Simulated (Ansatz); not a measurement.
# C5H12BrGa: ionisation energy by level of theory

An exercise on one series of results from a longer session: the logs are not shown, and one member is left open.

The runs use Ansatz 0.2.0, Gaussian basis; unrestricted cation, the program's frozen cores in correlated methods.

Levels to be run: UKS PBE-D4/def2-TZVPP; UKS r2SCAN-D4/def2-TZVPP; UKS PBE0-D4/def2-TZVPP; UKS B3LYP-D4/def2-TZVPP; UKS wB97X-V/def2-TZVPP; UKS wB97M-V/def2-TZVPP; UKS B2PLYP (frozen core with filled d shells)/def2-TZVPP; UHF-CCSD(T) with filled d shells/def2-TZVPP; UHF-MP2 with filled d shells/def2-QZVPP; extrapolation to the limit; then −ε(HOMO) from the neutral's earlier runs with LDA (SPW92), PBE-D4, revPBE-D4, BLYP-D4, r2SCAN-D4, B97M-V, PBE0-D4, B3LYP-D4, r2SCANh-D4, r2SCAN0-D4, HSE06-D4, BHLYP-D4, CAM-B3LYP-D4, LC-ωPBE, ωB97X-V, ωB97M-V.

## Structure used throughout

All runs share one geometry, relaxed beforehand with PBE0-D4 in a triple-zeta def2 set.

SMILES `C[CH2][Ga]([Br])[CH](C)C`, 19 atoms, charge 0, spin multiplicity 1.

Atoms are counted from 1 here; the program's logs count them from 0.

Bond lengths: C1–C2 1.522 Å, C1–H8 1.092 Å, C1–H9 1.092 Å, C1–H10 1.094 Å, C2–Ga3 1.971 Å, C2–H11 1.097 Å, C2–H12 1.097 Å, Ga3–Br4 2.327 Å, Ga3–C5 1.982 Å, C5–C6 1.525 Å, C5–C7 1.524 Å, C5–H13 1.099 Å, C6–H14 1.093 Å, C6–H15 1.095 Å, C6–H16 1.096 Å, C7–H17 1.095 Å, C7–H18 1.092 Å, C7–H19 1.096 Å. Angles: C2–C1–H8 111.6°, C2–C1–H9 111.6°, C2–C1–H10 111.4°, H8–C1–H9 106.6°, H8–C1–H10 107.6°, H9–C1–H10 107.7°, C1–C2–Ga3 116.0°, C1–C2–H11 111.1°, C1–C2–H12 111.1°, Ga3–C2–H11 106.4°, Ga3–C2–H12 106.5°, H11–C2–H12 105.1°, C2–Ga3–Br4 115.0°, C2–Ga3–C5 130.7°, Br4–Ga3–C5 114.3°, Ga3–C5–C6 111.6°, Ga3–C5–C7 112.3°, Ga3–C5–H13 103.9° and more.

The first run:

The input, in.yaml:

```yaml
crystal:
  periodic: [false, false, false]
  atoms:
    - {symbol: C, position_ang: [2.755601, -1.058598, -1.476864]}
    - {symbol: C, position_ang: [1.982070, -0.273749, -0.427281]}
    - {symbol: Ga, position_ang: [0.034130, -0.151742, -0.702741]}
    - {symbol: Br, position_ang: [-0.754292, -1.208662, -2.620126]}
    - {symbol: C, position_ang: [-1.370015, 0.742805, 0.372056]}
    - {symbol: C, position_ang: [-0.834207, 1.205817, 1.722564]}
    - {symbol: C, position_ang: [-2.621460, -0.114970, 0.516793]}
    - {symbol: H, position_ang: [2.410818, -2.092880, -1.541377]}
    - {symbol: H, position_ang: [2.634855, -0.626349, -2.472465]}
    - {symbol: H, position_ang: [3.826000, -1.079250, -1.251382]}
    - {symbol: H, position_ang: [2.350404, 0.756680, -0.354908]}
    - {symbol: H, position_ang: [2.128353, -0.700063, 0.572326]}
    - {symbol: H, position_ang: [-1.631870, 1.628688, -0.222393]}
    - {symbol: H, position_ang: [0.038962, 1.856735, 1.625673]}
    - {symbol: H, position_ang: [-0.542022, 0.358901, 2.351325]}
    - {symbol: H, position_ang: [-1.598408, 1.763792, 2.275949]}
    - {symbol: H, position_ang: [-2.424632, -1.017779, 1.103440]}
    - {symbol: H, position_ang: [-3.014514, -0.432018, -0.451230]}
    - {symbol: H, position_ang: [-3.411775, 0.438244, 1.037139]}
basis:
  gaussian: {orbitals: def2-TZVPP}
total_charge: 1
magnetization: {spin_polarized: true, initial_magnetization: 1}
hamiltonian: {xc: pbe, dispersion: d4}
```

Steps of the session up to this table: Cation, UKS PBE-D4/def2-TZVPP; Cation, UKS r2SCAN-D4/def2-TZVPP; Cation, UKS PBE0-D4/def2-TZVPP; Cation, UKS B3LYP-D4/def2-TZVPP; Cation, UKS wB97X-V/def2-TZVPP; Cation, UKS wB97M-V/def2-TZVPP; Cation, UKS B2PLYP (frozen core with filled d shells)/def2-TZVPP; Cation, UHF-CCSD(T) with filled d shells/def2-TZVPP; Cation, UHF-MP2 with filled d shells/def2-QZVPP.

One of the session's tables, all rows but one given; the rest of the session is left out.

It belongs to the step «Ionisation energies side by side». For comparison, −ε(HOMO) of the neutral from earlier runs:

| functional | −ε(HOMO) (eV) |
| --- | --- |
| LDA (SPW92) | 6.09 |
| PBE-D4 | 5.95 |
| revPBE-D4 | 5.89 |
| BLYP-D4 | 5.81 |
| r2SCAN-D4 | 6.18 |
| B97M-V | 6.26 |
| PBE0-D4 | 7.10 |
| B3LYP-D4 | 6.90 |
| r2SCANh-D4 | 6.61 |
| r2SCAN0-D4 | 7.26 |
| HSE06-D4 | ? |
| BHLYP-D4 | 8.17 |
| CAM-B3LYP-D4 | 8.40 |
| LC-ωPBE | 9.72 |
| ωB97X-V | 9.38 |
| ωB97M-V | 9.25 |

Q: Estimate the row for HSE06-D4 from the others.

The run gave: −ε(HOMO) (eV): 6.71. In the column «−ε(HOMO) (eV)» it lies between r2SCANh-D4 (6.61) and B3LYP-D4 (6.90).
